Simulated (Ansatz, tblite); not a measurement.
# The cluster Na4O2: rung by rung

How do method and basis change the picture of the cluster Na4O2 (singlet)?

Program: Ansatz 0.2.0, Gaussian basis. Level of theory: as each input shows. These are calculated values, not measurements.

Levels to be run: GFN1-xTB, GFN2-xTB, PBE-D4/def2-TZVP, r2SCAN-D4/def2-TZVP, ωB97X-V/def2-TZVP, PBE-QIDH/def2-TZVP, HF/def2-TZVP, r2SCANh-D4/def2-TZVP, LDA/def2-TZVP, B2PLYP/def2-TZVP, LC-ωPBE/def2-TZVP, PBE-D4/def2-SVP, PBE0-D4/def2-SVP, HF/STO-3G, PBE0-D4/def2-TZVPD, PBE-D4/def2-TZVPD, r2SCAN-D4/def2-TZVPD, CCSD(T)/def2-SVP, MP2/def2-TZVP, RPA/def2-TZVP.

1 further run of the same task is left out (set aside as unsound or not needed).

## 1. The relaxed structure

The singlet was relaxed beforehand with r2SCAN-D4/def2-SVP. At that level it is the lowest of the isomers that a small search found.

6 atoms, charge 0, spin multiplicity 1.

Bond lengths: Na1–O5 2.004 Å, Na2–O6 2.004 Å, Na3–O5 2.138 Å, Na3–O6 2.138 Å, Na4–O5 2.138 Å, Na4–O6 2.138 Å. Angles: O5–Na3–O6 104.4°, O5–Na4–O6 104.4°, Na1–O5–Na3 142.2°, Na1–O5–Na4 142.2°, Na3–O5–Na4 75.6°, Na2–O6–Na3 142.2°, Na2–O6–Na4 142.2°, Na3–O6–Na4 75.6°.

Geometry (Å):

```mol
Na4O2
  3D, bonds by distance, orders not assigned

  6  6  0  0  0  0  0  0  0  0999 V2000
    2.7412   -0.8105    2.3388 Na  0  0
   -2.7494    0.8076   -2.3302 Na  0  0
   -0.0024   -1.2399   -0.4268 Na  0  0
    0.0071    1.2415    0.4219 Na  0  0
    1.2601   -0.3685    1.0630 O   0  0
   -1.2566    0.3696   -1.0667 O   0  0
  1  5  8  0
  2  6  8  0
  3  5  8  0
  3  6  8  0
  4  5  8  0
  4  6  8  0
M  END
```

PBE0-D4/def2-TZVP was run before; its log isn't repeated, and its numbers join the tables.

## 2. GFN1-xTB

Tight binding, by tblite at 300 K electronic temperature and without a spin-polarisation term:

```python
tblite.interface.Calculator('GFN1-xTB', numbers, positions, charge=0, uhf=0).singlepoint()
```

Energy -285.3571 eV, HOMO -7.18 eV, LUMO -4.91 eV; 0.004 s.

## 3. GFN2-xTB

Tight binding, by tblite at 300 K electronic temperature and without a spin-polarisation term:

```python
tblite.interface.Calculator('GFN2-xTB', numbers, positions, charge=0, uhf=0).singlepoint()
```

Energy -243.2522 eV, HOMO -6.35 eV, LUMO -6.27 eV; 0.029 s.

## 4. PBE-D4/def2-TZVP

start.molden holds the orbitals of an earlier run on this state, given as this run's starting guess.

The input, in.yaml:

```yaml
crystal:
  periodic: [false, false, false]
  atoms:
    - {symbol: Na, position_ang: [2.741199, -0.810488, 2.338771]}
    - {symbol: Na, position_ang: [-2.749399, 0.807618, -2.330210]}
    - {symbol: Na, position_ang: [-0.002417, -1.239862, -0.426800]}
    - {symbol: Na, position_ang: [0.007135, 1.241544, 0.421855]}
    - {symbol: O, position_ang: [1.260051, -0.368451, 1.063035]}
    - {symbol: O, position_ang: [-1.256580, 0.369640, -1.066651]}
basis:
  gaussian: {orbitals: def2-TZVP, initial_orbitals: start.molden}
hamiltonian: {xc: pbe, dispersion: d4}
scf: {omitted_lower_state_checks: [starts]}
output: {orbitals: {seedname: orbitals}}
```

On the command line:

```
$ ansatz run in.yaml --threads 2 --pin off --events-out ev --progress --plain --max-ram 4352MiB
```

Further steps of the session: r2SCAN-D4/def2-TZVP; ωB97X-V/def2-TZVP; PBE-QIDH/def2-TZVP; HF/def2-TZVP; r2SCANh-D4/def2-TZVP; LDA/def2-TZVP; B2PLYP/def2-TZVP; LC-ωPBE/def2-TZVP; PBE-D4/def2-SVP; PBE0-D4/def2-SVP; HF/STO-3G; PBE0-D4/def2-TZVPD; PBE-D4/def2-TZVPD; r2SCAN-D4/def2-TZVPD; CCSD(T)/def2-SVP; MP2/def2-TZVP; RPA/def2-TZVP.

**Question.** What will the summary of the whole plan be? Wanted: gap in def2-TZVP, named functionals and Hartree-Fock, smallest and largest; correlation energy, CCSD(T)/def2-SVP; correlation energy, MP2/def2-TZVP; PBE0 total energy, smallest basis above largest.

As calculated:

| quantity | value |
| --- | --- |
| gap in def2-TZVP, named functionals and Hartree-Fock, smallest and largest | 0.97 eV (PBE-D4), 6.30 eV (HF) |
| correlation energy, CCSD(T)/def2-SVP | -13.17 eV |
| correlation energy, MP2/def2-TZVP | -34.04 eV |
| PBE0 total energy, smallest basis above largest | 11.44 eV (def2-SVP, def2-TZVPD) |

**Reading.** Orbital gaps of the named functionals and Hartree-Fock in def2-TZVP span 0.97 eV (PBE-D4) to 6.30 eV (HF); exact exchange widens it. Notes on CCSD(T)/def2-SVP: large T1 diagnostic.
